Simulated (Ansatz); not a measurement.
# H₇NSiSn: one species, many methods

How much do the methods differ for H₇NSiSn? The plan is to run it at one geometry with functionals of several rungs and with coupled cluster, and see how far each lands from CCSD(T) at the basis-set limit for the atomisation energy.

Computed with Ansatz 0.2.0, Gaussian basis. Level: functionals in def2-TZVPP, the program's frozen cores in correlated methods.

Plan: LDA (SPW92), PBE-D4, revPBE-D4, BLYP-D4, r2SCAN-D4, B97M-V, PBE0-D4, B3LYP-D4, r2SCANh-D4, r2SCAN0-D4, HSE06-D4, BHLYP-D4, CAM-B3LYP-D4, LC-ωPBE, ωB97X-V, ωB97M-V, B2PLYP, PBE-QIDH; CCSD(T)/def2-SVP; CCSD(T)/def2-TZVPP; MP2/def2-QZVPP; extrapolation to the limit; RPA on PBE.

## Step 1: The geometry

An earlier PBE0-D4 in a triple-zeta def2 set relaxation fixed the geometry. Sn takes the def2 core potential; no spin-orbit term is included.

SMILES `N[SiH2][SnH3]`, 10 atoms, charge 0, spin multiplicity 1.

Atoms are counted from 1 here; the program's logs count them from 0.

Bond lengths: N1–Si2 1.724 Å, N1–H4 1.007 Å, N1–H5 1.008 Å, Si2–Sn3 2.563 Å, Si2–H6 1.487 Å, Si2–H7 1.496 Å, Sn3–H8 1.712 Å, Sn3–H9 1.708 Å, Sn3–H10 1.709 Å. Angles: Si2–N1–H4 119.8°, Si2–N1–H5 119.5°, H4–N1–H5 110.8°, N1–Si2–Sn3 108.1°, N1–Si2–H6 107.5°, N1–Si2–H7 115.7°, Sn3–Si2–H6 110.6°, Sn3–Si2–H7 108.4°, H6–Si2–H7 106.6°, Si2–Sn3–H8 110.3°, Si2–Sn3–H9 111.9°, Si2–Sn3–H10 111.7°, H8–Sn3–H9 107.4°, H8–Sn3–H10 107.4°, H9–Sn3–H10 107.9°.

Geometry (Å):

| atom | x (Å) | y (Å) | z (Å) |
| --- | --- | --- | --- |
| N1 | -1.56081 | 0.48876 | -0.88839 |
| Si2 | 0.07185 | 0.86101 | -0.47989 |
| Sn3 | 0.94845 | -0.98896 | 1.06237 |
| H4 | -1.79419 | -0.42939 | -1.23053 |
| H5 | -2.13530 | 1.19066 | -1.32830 |
| H6 | 0.06880 | 2.17098 | 0.22435 |
| H7 | 1.01447 | 0.99938 | -1.63322 |
| H8 | 0.58317 | -2.52955 | 0.41017 |
| H9 | 0.24174 | -0.91188 | 2.61547 |
| H10 | 2.64502 | -0.90233 | 1.25087 |

## Step 2: LDA

This LDA is Slater exchange with PW92 correlation.

in.yaml

```yaml
crystal:
  periodic: [false, false, false]
  atoms:
    - {symbol: N, position_ang: [-1.560807, 0.488763, -0.888390]}
    - {symbol: Si, position_ang: [0.071853, 0.861015, -0.479885]}
    - {symbol: Sn, position_ang: [0.948447, -0.988960, 1.062367]}
    - {symbol: H, position_ang: [-1.794192, -0.429389, -1.230535]}
    - {symbol: H, position_ang: [-2.135304, 1.190661, -1.328302]}
    - {symbol: H, position_ang: [0.068799, 2.170981, 0.224353]}
    - {symbol: H, position_ang: [1.014468, 0.999385, -1.633222]}
    - {symbol: H, position_ang: [0.583172, -2.529548, 0.410167]}
    - {symbol: H, position_ang: [0.241745, -0.911878, 2.615474]}
    - {symbol: H, position_ang: [2.645020, -0.902331, 1.250873]}
basis:
  gaussian: {orbitals: def2-TZVPP}
hamiltonian: {xc: lda}
output: {orbitals: {seedname: orbitals}}
```

Launch:

```bash
> ansatz run in.yaml --threads 2 --pin off --events-out ev --progress --plain --max-ram 4352MiB
```

After this run come: PBE-D4 (GGA); revPBE-D4 (GGA); BLYP-D4 (GGA); r2SCAN-D4 (meta-GGA); B97M-V (meta-GGA); PBE0-D4 (hybrid); B3LYP-D4 (hybrid); r2SCANh-D4 (hybrid); r2SCAN0-D4 (hybrid); HSE06-D4 (hybrid); BHLYP-D4 (hybrid); CAM-B3LYP-D4 (range-separated); LC-ωPBE (range-separated); ωB97X-V (range-separated); ωB97M-V (range-separated); B2PLYP (double hybrid); PBE-QIDH (double hybrid); CCSD(T) in def2-SVP; CCSD(T) in def2-TZVPP; MP2 in def2-QZVPP; RPA on PBE orbitals.

Q: Predict the results of all the runs planned. Wanted: atomisation energy, CCSD(T)/CBS; farthest beyond LDA; mean size of error, GGA; mean size of error, meta-GGA; mean size of error, hybrid; mean size of error, range-separated; mean size of error, double hybrid; gap, smallest and largest; T1 diagnostic.

As calculated:

| quantity | value |
| --- | --- |
| atomisation energy, CCSD(T)/CBS | 2823.8 kJ/mol |
| functionals within 28.2 kJ/mol (1.0 %) | B97M-V, B3LYP-D4, CAM-B3LYP-D4, ωB97X-V, ωB97M-V |
| farthest beyond LDA | revPBE-D4 (-90.4 kJ/mol) |
| mean size of error, GGA | 55.8 kJ/mol |
| mean size of error, meta-GGA | 26.0 kJ/mol |
| mean size of error, hybrid | 51.0 kJ/mol |
| mean size of error, range-separated | 20.0 kJ/mol |
| mean size of error, double hybrid | 67.9 kJ/mol |
| gap, smallest and largest | 4.89 eV (LDA (SPW92)), 11.67 eV (LC-ωPBE) |
| T1 diagnostic | 0.0125 |
| triples share of the correlation energy | 3.0 % |

In words: The LDA atomisation energy is off by 326.8 kJ/mol (12 %): it overbinds. PBE-D4 misses by -36.1 kJ/mol. Double hybrids carry the basis error of their MP2 part in triple zeta, and no dispersion term here, so their miss is partly the set-up's. The rungs range-separated, meta-GGA miss on average by less than the doubt on the reference (28.2 kJ/mol), so they tie. The reference freezes the cores and leaves out spin-orbit coupling and excitations past (T), and its outer-core shells are covered unevenly, so misses under about 28.2 kJ/mol can't be ranked. All levels share the lack of spin-orbit coupling, which lowers the free heavy atoms and so the true binding. Hartree-Fock recovers 71 % of the binding; the rest is correlation. CCSD(T) in def2-SVP is off by -243.7 kJ/mol, worse than the median functional, from the basis alone. The gap grows from 4.9 to 11.7 eV across the functionals, mostly with the share of exact exchange. Correlated methods include outer-core shells of Sn, which these sets cover unevenly.
